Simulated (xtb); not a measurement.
# CH9BNP (SMILES CN[BH2-][PH3+]): GFN1-xTB

Wanted: a geometry optimisation of CH9BNP. 

The calculation is run with xtb 6.7.1.

### 1 The structure to begin with

The species is CH9BNP (13 atoms), meant as a singlet with charge 0. As SMILES, `CN[BH2-][PH3+]`. All atoms were displaced at random from a relaxed shape. The run starts from this shape.

Bond lengths: C1–N2 1.546 Å, N2–B3 1.530 Å, B3–P4 2.031 Å, C1–H5 1.096 Å, C1–H6 0.927 Å, C1–H7 1.161 Å, N2–H8 0.955 Å, B3–H9 1.295 Å, B3–H10 1.083 Å, P4–H11 1.417 Å, P4–H12 1.351 Å, P4–H13 1.513 Å. Some angles: C1–N2–B3 120.9°, N2–B3–P4 82.8°, C1–N2–H8 111.7°, B3–N2–H8 114.7°, N2–C1–H5 99.1°, N2–C1–H6 108.9°, N2–C1–H7 105.5°, N2–B3–H9 114.8°, N2–B3–H10 121.9°, P4–B3–H9 105.3°.

### 2 A structure relaxation at GFN1-xTB

Contents of input.inp:

```
$opt
   hessian=swart
$end
```

Contents of start.xyz:

```xyz
13
CH9BNP
C     -0.767790     1.495200     0.580750
N     -0.826170     0.102890    -0.087810
B      0.081640    -0.240330    -1.270710
P      0.990550    -1.428470     0.102740
H      0.319480     1.605890     0.657090
H     -1.256450     1.470390     1.367740
H     -1.058040     2.250460    -0.251420
H     -1.723640    -0.213340    -0.168120
H      0.955130     0.668260    -1.567640
H     -0.260270    -0.855050    -2.094350
H      2.015720    -2.342770     0.449080
H      0.028750    -2.202320     0.650430
H      1.299560    -0.571940     1.310450
```

On the command line:

```sh
xtb start.xyz --uhf 0 --opt tight --input input.inp --gfn1 > start.out
```

**Question.** What will come out? Wanted: total energy at the end; dipole moment; HOMO energy; LUMO energy; HOMO–LUMO gap; dispersion energy.

Computed results:

Level: GFN1-xTB.

| quantity | value |
| --- | --- |
| total energy at the end | -14.19075 Eh |
| dipole moment | 2.40 D |
| HOMO energy | -10.24 eV |
| LUMO energy | -4.99 eV |
| HOMO–LUMO gap | 5.24 eV |
| dispersion energy | -11.58 kJ/mol |

**Reading.** At the final geometry: Bond lengths: C1–N2 1.459 Å, N2–B3 1.513 Å, B3–P4 2.053 Å, C1–H5 1.092 Å, C1–H6 1.093 Å, C1–H7 1.097 Å, N2–H8 1.011 Å, B3–H9 1.193 Å, B3–H10 1.194 Å, P4–H11 1.414 Å, P4–H12 1.375 Å, P4–H13 1.374 Å. Some angles: C1–N2–B3 119.5°, N2–B3–P4 83.9°, C1–N2–H8 110.5°, B3–N2–H8 114.9°, N2–C1–H5 109.4°, N2–C1–H6 109.8°, N2–C1–H7 111.3°, N2–B3–H9 117.3°, N2–B3–H10 115.9°, P4–B3–H9 108.0°. The optimisation took 31 steps and changed the energy by -1.432 eV.
